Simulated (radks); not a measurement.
**Rh²⁺ in [Kr] 4d6.5 5p0.5: an all-electron calculation**

Aim: the levels, the sizes of the orbitals and the parts of the energy of the rhodium ion Rh2+.

Program: radks (a radial shooting solver on a logarithmic mesh, Libxc functionals) version 1. Level of theory: Dirac Kohn-Sham, RPBE, spin-unpolarised, spherical densities, finite nucleus; open shells are shared between the two j in proportion to 2j + 1. These are calculated values, not measurements, unless marked.

### Step 1. The system

* element: rhodium (Z = 45)
* charge: +2
* electrons: 43
* configuration: [Kr] 4d6.5 5p0.5
* nuclear rms radius: 4.4945 fm

### Step 2. The calculation

The run's settings:

```text
Z 45
configuration [Kr] 4d6.5 5p0.5 5s0 4f0
relativity Dirac
functional rpbe,pbe
spin unpolarised
j_filling average
nucleus finite rms 4.4945 fm
c 137.035999084
```

**Question.** What will this run give?

As calculated:

| quantity | value |
| --- | --- |
| total energy | -4784.02476 hartree |
| exchange-correlation share of it | 2.89 % |
| −T/E | 1.0425 |
| highest occupied level | 5p3/2, -14.518 eV |
| most extended occupied level | 5p3/2, <r> = 3.23 bohr |
| radius at density 0.001 e/bohr³ | 3.80 bohr |
| maxima of the radial density | 4 |

**Reading.** The radial density shows 4 maxima for 5 occupied principal shells; where shells overlap, one shows as a shoulder or not at all. Relativity lifts −T/E to 1.043. This is not the tabulated ground configuration, so its levels and sizes aren't those of the ground state, and no measured value stands beside it.
